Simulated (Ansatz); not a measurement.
# Mg2CdO3: the cost of one run

Method: DFT PBE, scalar-relativistic, plane waves, PAW, in Ansatz 0.2.0.

### Step 1. The structure to begin with

It takes space group P-3m1 (No. 164, trigonal). Conventional cell: a = 3.424 Å, b = 3.424 Å, c = 8.388 Å, α = 90.00°, β = 90.00°, γ = 120.00°. Mg (site symmetry 3m) is surrounded by 6 O at 2.42 Å. Around Cd (site symmetry -3m) lie 6 O at 2.42 Å. O (site symmetry 3m) is surrounded by 3 Mg at 2.42 Å and 3 Cd at 2.42 Å. O (site symmetry -3m) is surrounded by 6 Mg at 2.42 Å.

Structure file:

```
Mg Cd O
1.0
     3.42439    0.00000    0.00000
    -1.71220    2.96561    0.00000
     0.00000    0.00000    8.38801
Mg Cd O
2 1 3
Direct
  0.66667 0.33333 0.83333
  0.33333 0.66667 0.16667
  0.00000 0.00000 0.50000
  0.33333 0.66667 0.66667
  0.66667 0.33333 0.33333
  0.00000 0.00000 0.00000
```

The start is an ordering of an alloy on its end members' structure types: elements ordered on the sites of the MgO type, Cd/Mg on Mg (P-3m1, No. 164).

### Step 2. A first look at the guess

Input file input.yaml:

```yaml
crystal:
  lattice:
    - [3.42439001, 0.0, 0.0]
    - [-1.71219501, 2.96560874, 0.0]
    - [0.0, 0.0, 8.38800821]
  atoms:
    - { symbol: Mg, position: [0.66666667, 0.33333333, 0.83333333] }
    - { symbol: Mg, position: [0.33333333, 0.66666667, 0.16666667] }
    - { symbol: Cd, position: [0.0, 0.0, 0.5] }
    - { symbol: O, position: [0.33333333, 0.66666667, 0.66666667] }
    - { symbol: O, position: [0.66666667, 0.33333333, 0.33333333] }
    - { symbol: O, position: [0.0, 0.0, 0.0] }
basis:
  ecutwfc: 420
kpoints:
  mp_grid: { grid: [6, 6, 2] }
hamiltonian:
  xc: pbe
scf:
  occupations: { method: gaussian, width: 0.1 }
  lower_state_search: "off"
output:
  forces: true
  stress: true
  eigenvalues: true
```

Command:

```bash
$ ansatz run input.yaml --threads 1 --pin off --max-ram 2560MiB --backend cpu --events-out ev --progress --plain --runs-dir out
```

Q: Estimate wall time and peak memory on 1 thread of Arm Neoverse N1, shared host.

About 4.7 s, with a peak of 0.34 GiB.
